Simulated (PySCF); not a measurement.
# C2H5BrOSi: the cost of one run

The runs use PySCF 2.14.0, with density-fitted response routines of our own; the level of theory stands in each step. All values are computed, except where a source is named. Atoms count from 0, in the outputs and in this text.

**1. The molecule as given**

10 atoms, charge 0, multiplicity 1; geometry from: GFN2-xTB. The atoms were then displaced at random by about 0.01 Å, so the start is not that level's minimum.

Bonds of the start (Å): Si0–O1 1.66, O1–C2 1.34, C2–C3 1.31, C3–Br4 1.86, Si0–H5 1.42, Si0–H6 1.47, Si0–H7 1.47, C2–H8 1.07, C3–H9 1.11.

**2. Relaxing the molecule at PBE0-D3(BJ)/def2-SVP**

Job settings and geometry (Å):

```
{"job": {"xc": "PBE0", "basis": "def2-SVP", "d3": "d3bj", "grid": 1, "shake": 0.01, "kind": "geom"}, "charge": 0, "multiplicity": 1}
Si     1.638440    -0.375960    -0.044430
O      0.095350    -0.976300     0.029160
C     -1.162750    -0.523400     0.054670
C     -1.561270     0.728290     0.024380
Br    -0.501060     2.252140    -0.093210
H      2.321000    -1.617560    -0.025000
H      1.830850     0.379340    -1.295190
H      1.914860     0.482550     1.115190
H     -1.876870    -1.317680     0.146760
H     -2.648110     0.947660     0.066630
```

Command:

```console
$ OMP_NUM_THREADS=1 python probes_run.py task.json out
```

This one command runs all jobs of the session in turn.

**Question.** How long does this first job take on 1 thread of Arm Neoverse V2, shared host, and how much memory does it need?

About 50 s, with a peak of 0.5 GiB.
